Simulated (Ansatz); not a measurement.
# Cl₂F₂H₂Si₂: up Jacob's ladder to CCSD(T)

One table from this session's results is given with a row withheld; the runs are named, their logs left out.

Method: functionals in def2-TZVPP, the program's frozen cores in correlated methods; program: Ansatz 0.2.0, Gaussian basis.

The runs, in order: LDA (SPW92), PBE-D4, revPBE-D4, BLYP-D4, r2SCAN-D4, B97M-V, PBE0-D4, B3LYP-D4, r2SCANh-D4, r2SCAN0-D4, HSE06-D4, BHLYP-D4, CAM-B3LYP-D4, LC-ωPBE, ωB97X-V, ωB97M-V, B2PLYP, PBE-QIDH; CCSD(T)/def2-SVP; CCSD(T)/def2-TZVPP; MP2/def2-QZVPP; extrapolation to the limit; RPA on PBE.

**The relaxed structure**

The geometry comes from an earlier relaxation with PBE0-D4 in a triple-zeta def2 set; it is a stationary point, not always the lowest conformer.

SMILES `F[SiH2][Si](F)(Cl)Cl`, 8 atoms, charge 0, spin multiplicity 1.

Atoms are counted from 1 here; the program's logs count them from 0.

Bond lengths: F1–Si2 1.600 Å, Si2–Si3 2.345 Å, Si2–H7 1.483 Å, Si2–H8 1.483 Å, Si3–F4 1.589 Å, Si3–Cl5 2.034 Å, Si3–Cl6 2.034 Å. Angles: F1–Si2–Si3 108.0°, F1–Si2–H7 108.8°, F1–Si2–H8 108.8°, Si3–Si2–H7 110.2°, Si3–Si2–H8 110.2°, H7–Si2–H8 110.8°, Si2–Si3–F4 109.2°, Si2–Si3–Cl5 111.6°, Si2–Si3–Cl6 111.6°, F4–Si3–Cl5 107.6°, F4–Si3–Cl6 107.6°, Cl5–Si3–Cl6 109.2°.

Set-up of the first run:

Contents of in.yaml:

```yaml
crystal:
  periodic: [false, false, false]
  atoms:
    - {symbol: F, position_ang: [-2.041468, -0.760840, -0.583232]}
    - {symbol: Si, position_ang: [-0.786076, -0.858240, 0.403325]}
    - {symbol: Si, position_ang: [0.800402, 0.723966, -0.287096]}
    - {symbol: F, position_ang: [2.062603, 0.651244, 0.675972]}
    - {symbol: Cl, position_ang: [1.449663, 0.355473, -2.179278]}
    - {symbol: Cl, position_ang: [0.061073, 2.616421, -0.188660]}
    - {symbol: H, position_ang: [-1.237908, -0.560524, 1.783934]}
    - {symbol: H, position_ang: [-0.215889, -2.224501, 0.319135]}
basis:
  gaussian: {orbitals: def2-TZVPP}
hamiltonian: {xc: lda}
output: {orbitals: {seedname: orbitals}}
```

On the command line:

```
$ ansatz run in.yaml --threads 4 --pin off --events-out ev --progress --plain --max-ram 10444MiB
```

Steps of the session up to this table: LDA; PBE-D4 (GGA); revPBE-D4 (GGA); BLYP-D4 (GGA); r2SCAN-D4 (meta-GGA); B97M-V (meta-GGA); B3LYP-D4 (hybrid); r2SCANh-D4 (hybrid); r2SCAN0-D4 (hybrid); HSE06-D4 (hybrid); BHLYP-D4 (hybrid); CAM-B3LYP-D4 (range-separated); LC-ωPBE (range-separated); ωB97X-V (range-separated); ωB97M-V (range-separated); B2PLYP (double hybrid); PBE-QIDH (double hybrid).

One table of the session follows, with a row left open; its other results are not shown here.

It belongs to the step «Orbital energies across the functionals». 

| functional | HOMO (eV) | gap (eV) |
| --- | --- | --- |
| LDA (SPW92) | -7.64 | 5.14 |
| PBE-D4 | -7.51 | 5.30 |
| revPBE-D4 | -7.46 | 5.37 |
| BLYP-D4 | -7.40 | 5.37 |
| r2SCAN-D4 | -7.84 | 5.89 |
| B97M-V | -7.92 | 5.83 |
| PBE0-D4 | -8.79 | 7.42 |
| B3LYP-D4 | -8.58 | 7.05 |
| r2SCANh-D4 | ? | ? |
| r2SCAN0-D4 | -8.99 | 7.78 |
| HSE06-D4 | -8.39 | 6.65 |
| BHLYP-D4 | -9.98 | 9.56 |
| CAM-B3LYP-D4 | -10.11 | 9.81 |
| LC-ωPBE | -11.39 | 12.23 |
| ωB97X-V | -11.07 | 11.80 |
| ωB97M-V | -10.82 | 11.28 |

Q: Estimate the row for r2SCANh-D4 from the others.

Worked estimate for «HOMO (eV)». Against the share of exact exchange, r2SCAN-D4 (0, -7.84), r2SCAN0-D4 (0.25, -8.99) give a slope of -4.60 per unit share; at 0.1 the line stands at -8.30.

As computed: HOMO (eV): -8.30; gap (eV): 6.65. In «HOMO (eV)» the line misses by 0.00.
